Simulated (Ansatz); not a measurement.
# CH7AlSiTe: the cost of one run

Method: RKS revPBE-D4/def2-mTZVP, in Ansatz 0.2.0.

## (1) The structure to begin with

Bond lengths: C1–Te2 2.082 Å, Te2–Al3 2.612 Å, Al3–Si4 2.355 Å, C1–H5 1.152 Å, C1–H6 1.118 Å, C1–H7 1.095 Å, Al3–H8 1.576 Å, Si4–H9 1.496 Å, Si4–H10 1.393 Å, Si4–H11 1.499 Å. Angles (14 of 16 angles, heavy atoms first): C1–Te2–Al3 88.9°, Te2–Al3–Si4 119.1°, Te2–C1–H5 110.9°, Te2–C1–H6 113.0°, Te2–C1–H7 112.2°, Te2–Al3–H8 119.2°, Si4–Al3–H8 121.5°, Al3–Si4–H9 105.0°, Al3–Si4–H10 111.9°, Al3–Si4–H11 107.2°, H5–C1–H6 103.5°, H5–C1–H7 106.7°, H6–C1–H7 110.0°, H9–Si4–H10 112.3°.

As a file:

```xyz
11

C    -0.9664    2.0068    0.8372
Te    1.0296    1.6124    1.2779
Al    0.5920   -0.9110    0.7668
Si    0.8404   -1.6925   -1.4409
H    -1.1921    3.1328    0.9261
H    -1.2357    1.7695   -0.2217
H    -1.6500    1.4942    1.5218
H     0.2658   -1.8921    1.9566
H    -0.2035   -0.9664   -2.2294
H     2.1254   -1.4677   -1.9300
H     0.4599   -3.1429   -1.4437
```

## (2) End point A

The input, input.yaml:

```yaml
crystal:
  periodic: [false, false, false]
  atoms:
    - { symbol: C, position_ang: [-0.9664, 2.0068, 0.8372] }
    - { symbol: Te, position_ang: [1.0296, 1.6124, 1.2779] }
    - { symbol: Al, position_ang: [0.592, -0.911, 0.7668] }
    - { symbol: Si, position_ang: [0.8404, -1.6925, -1.4409] }
    - { symbol: H, position_ang: [-1.1921, 3.1328, 0.9261] }
    - { symbol: H, position_ang: [-1.2357, 1.7695, -0.2217] }
    - { symbol: H, position_ang: [-1.65, 1.4942, 1.5218] }
    - { symbol: H, position_ang: [0.2658, -1.8921, 1.9566] }
    - { symbol: H, position_ang: [-0.2035, -0.9664, -2.2294] }
    - { symbol: H, position_ang: [2.1254, -1.4677, -1.93] }
    - { symbol: H, position_ang: [0.4599, -3.1429, -1.4437] }
basis:
  gaussian: { orbitals: def2-mTZVP }
hamiltonian:
  xc: revpbe
  dispersion: d4
relax:
  f_tol: 0.015
  max_steps: 40
```

Run with:

```sh
$ ansatz run input.yaml --threads 2 --pin off --max-ram 3072MiB --backend cpu --events-out ev --progress --plain --runs-dir out
```

**Question.** How long does this run take on 2 threads of Intel Xeon at 2.50GHz (Skylake/Cascade Lake), shared host, and how much memory does it need?

About 5.1 min, with a peak of 0.19 GiB.
